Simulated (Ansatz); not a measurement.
# CaScB2: one candidate of a structure search

The task: take a trial cell of CaScB2 to zero force and stress.

Program: Ansatz 0.2.0. Level of theory: DFT PBE, scalar-relativistic, plane waves, PAW. These are calculated values, not measurements.

### 1 The system as given

Symmetry: P4/mmm, No. 123, tetragonal system. Conventional cell: a = 4.501 Å, b = 4.501 Å, c = 3.182 Å, α = 90.00°, β = 90.00°, γ = 90.00°. Around Ca (site symmetry 4/mmm) lie 8 B at 2.76 Å. Around Sc (site symmetry 4/mmm) lie 8 B at 2.76 Å. Around B (site symmetry mmm) lie 4 Ca at 2.76 Å and 4 Sc at 2.76 Å.

Structure file:

```cif
data_structure
_symmetry_space_group_name_H-M 'P4/mmm'
_symmetry_Int_Tables_number 123
_cell_length_a 4.5005
_cell_length_b 4.5005
_cell_length_c 3.1824
_cell_angle_alpha 90.000
_cell_angle_beta 90.000
_cell_angle_gamma 90.000
_cell_volume 64.46
loop_
_atom_site_label
_atom_site_type_symbol
_atom_site_symmetry_multiplicity
_atom_site_Wyckoff_symbol
_atom_site_fract_x
_atom_site_fract_y
_atom_site_fract_z
_atom_site_occupancy
Ca1 Ca 1 d 0.50000 0.50000 0.50000 1
Sc1 Sc 1 b 0.00000 0.00000 0.50000 1
B1 B 2 f 0.00000 0.50000 0.00000 1
```

A structure generator made this guess: ordered mixture on the second sites of caesium chloride (P4/mmm, No. 123). Its size is a rough estimate.

### 2 A first look at the guess

input.yaml reads:

```yaml
crystal:
  lattice:
    - [4.50052915, 0.0, 0.0]
    - [0.0, 4.50052915, 0.0]
    - [0.0, 0.0, 3.18235468]
  atoms:
    - { symbol: Ca, position: [0.5, 0.5, 0.5] }
    - { symbol: Sc, position: [0.0, 0.0, 0.5] }
    - { symbol: B, position: [0.0, 0.5, 0.0] }
    - { symbol: B, position: [0.5, 0.0, 0.0] }
basis:
  ecutwfc: 420
kpoints:
  mp_grid: { grid: [4, 4, 6] }
hamiltonian:
  xc: pbe
scf:
  occupations: { method: gaussian, width: 0.1 }
  lower_state_search: "off"
output:
  forces: true
  stress: true
  eigenvalues: true
```

Run with:

```
$ ansatz run input.yaml --threads 1 --pin off --max-ram 2048MiB --backend cpu --events-out ev --progress --plain --runs-dir out
```

The session goes on with these runs: rough relaxation on the coarse mesh; spin check on a coarse mesh; final relaxation.

Before running it: what results should come out? Wanted: conventional cell; volume; energy over the elements; gap on the mesh.

**Answer**, as computed:

| quantity | value |
| --- | --- |
| symmetry at the end (tolerance 0.05 Å) | space group P4/mmm (No. 123) |
| conventional cell | a = 4.411 Å, b = 4.411 Å, c = 3.059 Å, α = 90.00°, β = 90.00°, γ = 90.00° |
| volume | 14.88 Å³/atom |
| energy over the elements | +0.44 eV/atom |
| gap on the mesh | none (metal) |

What this shows: The space group P4/mmm (No. 123) is kept, and the volume per atom shrinks by 7.7 % from the first guess. The formation energy is positive, so the separate elements lie lower. No finished test with a distortion of lower symmetry is shown, so the end may be a saddle point. Other magnetic orders were not searched.
